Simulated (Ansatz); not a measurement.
# C₂H₅FSn: how energies converge with the basis set

An exercise on one series of results from a longer session: the logs are not shown, and one member is left open.

Computed with Ansatz 0.2.0, Gaussian basis. Level: one geometry, several basis sets.

Plan: PBE0-D4/def2-SVP; ωB97M-V/def2-SVP; PBE0-D4/def2-QZVPP; ωB97M-V/def2-QZVPP; the functionals' def2-TZVPP values are taken from earlier runs.

### The relaxed structure

The geometry comes from an earlier relaxation with PBE0-D4 in a triple-zeta def2 set; it is a stationary point, not always the lowest conformer. Sn takes the def2 core potential; no spin-orbit term is included.

SMILES `C=[CH][SnH2][F]`, 9 atoms, charge 0, spin multiplicity 1.

Atoms are counted from 1 here; the program's logs count them from 0.

Bond lengths: C1–C2 1.328 Å, C1–H5 1.087 Å, C1–H6 1.087 Å, C2–Sn3 2.112 Å, C2–H7 1.087 Å, Sn3–F4 1.930 Å, Sn3–H8 1.705 Å, Sn3–H9 1.703 Å. Angles: C2–C1–H5 121.8°, C2–C1–H6 122.5°, H5–C1–H6 115.7°, C1–C2–Sn3 121.5°, C1–C2–H7 119.5°, Sn3–C2–H7 119.0°, C2–Sn3–F4 106.0°, C2–Sn3–H8 111.0°, C2–Sn3–H9 115.3°, F4–Sn3–H8 105.4°, F4–Sn3–H9 103.3°, H8–Sn3–H9 114.6°.

Set-up of the first run:

The input, in.yaml:

```yaml
crystal:
  periodic: [false, false, false]
  atoms:
    - {symbol: C, position_ang: [-1.266777, 1.077614, -0.015768]}
    - {symbol: C, position_ang: [-0.762391, -0.092499, -0.389230]}
    - {symbol: Sn, position_ang: [1.133930, -0.738938, 0.277519]}
    - {symbol: F, position_ang: [2.243534, -0.850364, -1.298100]}
    - {symbol: H, position_ang: [-2.243960, 1.414786, -0.353131]}
    - {symbol: H, position_ang: [-0.732816, 1.760508, 0.639925]}
    - {symbol: H, position_ang: [-1.336664, -0.736403, -1.050063]}
    - {symbol: H, position_ang: [1.869377, 0.440263, 1.265304]}
    - {symbol: H, position_ang: [1.184267, -2.321166, 0.906344]}
basis:
  gaussian: {orbitals: def2-SVP}
hamiltonian: {xc: pbe0, dispersion: d4}
output: {orbitals: {seedname: orbitals}}
```

Launch:

```bash
ansatz run in.yaml --threads 4 --pin off --events-out ev --progress --plain --max-ram 10444MiB
```

Steps of the session up to this table: PBE0-D4 in def2-SVP; ωB97M-V in def2-SVP; PBE0-D4 in def2-QZVPP; ωB97M-V in def2-QZVPP.

One of the session's tables, all rows but one given; the rest of the session is left out.

It belongs to the step «Functionals by basis». 

```
functional       basis  HOMO (eV)
   PBE0-D4    def2-SVP          ?
   PBE0-D4  def2-TZVPP      -8.49
   PBE0-D4  def2-QZVPP      -8.50
   ωB97M-V    def2-SVP     -10.66
   ωB97M-V  def2-TZVPP     -10.74
   ωB97M-V  def2-QZVPP     -10.75
```

Estimate the missing values for PBE0-D4, def2-SVP.

As computed: HOMO (eV): -8.42. In the column «HOMO (eV)» it is the highest.
